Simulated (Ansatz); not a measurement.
# SnSe: the cost of one run

Method: DFT LDA, scalar-relativistic, plane waves, PAW, in Ansatz 0.2.0.

1 further run of the same task is left out (set aside as unsound or not needed).

## 1. Starting point

Symmetry: Fm-3m, No. 225, cubic system. The conventional cell has a = 5.893 Å, b = 5.893 Å, c = 5.893 Å, α = 90.00°, β = 90.00°, γ = 90.00°. Sn (site symmetry m-3m) has 6 Se at 2.95 Å as nearest neighbours. Around Se (site symmetry m-3m) lie 6 Sn at 2.95 Å.

As a file:

```
Sn Se
1.0
     0.00000    2.94665    2.94665
     2.94665    0.00000    2.94665
     2.94665    2.94665    0.00000
Sn Se
1 1
Direct
  0.00000 0.00000 0.00000
  0.50000 0.50000 0.50000
```

It is the result of an earlier relaxation at this level (volume 25.58 Å³/atom; gap on the mesh: 0.78 eV).

## 2. The undisturbed cell

Input file input.yaml:

```yaml
crystal:
  lattice:
    - [0.0, 2.9466477701, 2.9466477701]
    - [2.9466477701, 0.0, 2.9466477701]
    - [2.9466477701, 2.9466477701, 0.0]
  atoms:
    - { symbol: Sn, position: [0.0, 0.0, 0.0] }
    - { symbol: Se, position: [0.5, 0.5, 0.5] }
basis:
  ecutwfc: 420
kpoints:
  mp_grid: { grid: [10, 10, 10] }
hamiltonian:
  xc: lda
scf:
  occupations: { method: gaussian, width: 0.05 }
output:
  forces: true
  stress: true
  eigenvalues: true
```

Q: Estimate wall time and peak memory on 1 thread of an Arm CPU, shared host.

About 2.9 s, with a peak of 0.33 GiB.
